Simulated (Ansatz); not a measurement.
# Cu: an axial (c/a) deformation path

One table from this session's results is given with a row withheld; the runs are named, their logs left out.

Method: DFT PBEsol, scalar-relativistic, plane waves, PAW, in Ansatz 0.2.0.

1 further run of the same task is left out (set aside as unsound or not needed). Runs told in other sessions of the task aren't counted.

## The starting structure

It takes space group P6_3/mmc (No. 194, hexagonal). Conventional cell: a = 2.520 Å, b = 2.520 Å, c = 8.235 Å, α = 90.00°, β = 90.00°, γ = 120.00°. Around Cu (site symmetry -3m) lie 12 Cu at 2.52 Å. Around Cu (site symmetry -6m2) lie 12 Cu at 2.52 Å.

As a file:

```cif
data_structure
_symmetry_space_group_name_H-M 'P6_3/mmc'
_symmetry_Int_Tables_number 194
_cell_length_a 2.5198
_cell_length_b 2.5198
_cell_length_c 8.2353
_cell_angle_alpha 90.000
_cell_angle_beta 90.000
_cell_angle_gamma 120.000
_cell_volume 45.28
loop_
_atom_site_label
_atom_site_type_symbol
_atom_site_symmetry_multiplicity
_atom_site_Wyckoff_symbol
_atom_site_fract_x
_atom_site_fract_y
_atom_site_fract_z
_atom_site_occupancy
Cu1 Cu 2 a 0.00000 0.00000 0.00000 1
Cu2 Cu 2 c 0.33333 0.66667 0.25000 1
```

It goes back to an entry of the Materials Project, which need not be the stable form.

It is the result of an earlier relaxation at this level (volume 11.32 Å³/atom; gap on the mesh: none (metal)).

Set-up of the first run:

input.yaml reads:

```yaml
crystal:
  lattice:
    - [2.5197984285, 0.0, 0.0]
    - [-1.2598992143, 2.1822094515, 0.0]
    - [0.0, 0.0, 8.2352547795]
  atoms:
    - { symbol: Cu, position: [0.0, 0.0, 0.0] }
    - { symbol: Cu, position: [0.3333333333, 0.6666666667, 0.25] }
    - { symbol: Cu, position: [0.0, 0.0, 0.5] }
    - { symbol: Cu, position: [0.6666666667, 0.3333333333, 0.75] }
basis:
  ecutwfc: 420
kpoints:
  mp_grid: { grid: [24, 24, 8] }
hamiltonian:
  xc: pbesol
scf:
  occupations: { method: gaussian, width: 0.15 }
output:
  forces: true
  stress: true
  eigenvalues: true
  write_density: true
  write_potential: true
  elf: true
  volumetric_format: npy
```

On the command line:

```bash
$ ansatz run input.yaml --threads 1 --pin off --max-ram 2560MiB --backend cpu --events-out ev --progress --plain --runs-dir out
```

Among the steps run: Zero of the scan; ρ = 0.850; ρ = 1.200; Point ρ = 0.920; Point ρ = 1.100; ρ = 0.960.

One table of the session follows, with a row left open; its other results are not shown here.

The scan, with free energies counted from the undisturbed cell:

```
    ρ  ΔE (meV/atom)  pressure (GPa)
0.850          104.3             4.3
0.920              ?               ?
0.960            7.9             0.3
1.000            0.0             0.0
1.100           41.4             1.8
1.200          156.7             7.0
```

Estimate the missing values for ρ = 0.920.

Worked estimate for «ΔE (meV/atom)». A straight line through the neighbours (0.850, 104.3) and (0.960, 7.9) gives 104.3 + (7.9 − 104.3) × (0.920 − 0.850) / (0.960 − 0.850) = 43.0; a parabola fitted to 3 rows on both sides gives 30.3.

**Answer.** ΔE (meV/atom): 31.2; pressure (GPa): 1.2. In «ΔE (meV/atom)» the line misses by +11.8 and the parabola by -0.9.
